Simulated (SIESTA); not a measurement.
## Co in SIESTA: the effect of Hubbard term

Sheet: Co, a sheet with vacuum.

```
Co
1.0
     2.34715    0.00000    0.00000
    -1.17358    2.03269    0.00000
     0.00000    0.00000   23.80000
Co
1
Cartesian
  0.0000 0.0000 7.0001
```

The cell was built by a generator and needn't be a form met in nature.

Alike in all runs:

| Item | Value |
| --- | --- |
| Program | SIESTA 5.4.2 |
| Task | single point |
| Functional | PBE |
| Potentials or basis | PseudoDojo 0.4 standard (PBE files) |
| Basis | DZP (energy shift 0.003 Ry; two zetas on semicore shells) |
| Grid cutoff | 800 Ry |
| Energy shift | 0.003 Ry |
| k mesh | 13 × 13 × 1 |
| Occupations | fermi-dirac, width 0.05 eV |
| Spin | collinear spin, ferromagnetic start |
| Starting moments | [2.0] μB |
| dipole correction | yes |
| Hubbard projector method | 1 |
| U from the first cycle | yes |

**Question.** One run gave: moment 2.15 μB; work function 4.33 eV. Which Hubbard term did it use?
A. Co d U = 6 eV
B. Co d U = 2 eV
C. Co d U = 8 eV
D. none

**Answer.** A.

```tsv
Hubbard term	moment (μB)	work function (eV)
none	1.73	5.07
Co d U = 2 eV	2.01	4.85
Co d U = 6 eV	2.15	4.33
Co d U = 8 eV	2.14	4.59
```

Caveats: the U is typed as a test and isn't derived for this compound (some runs).
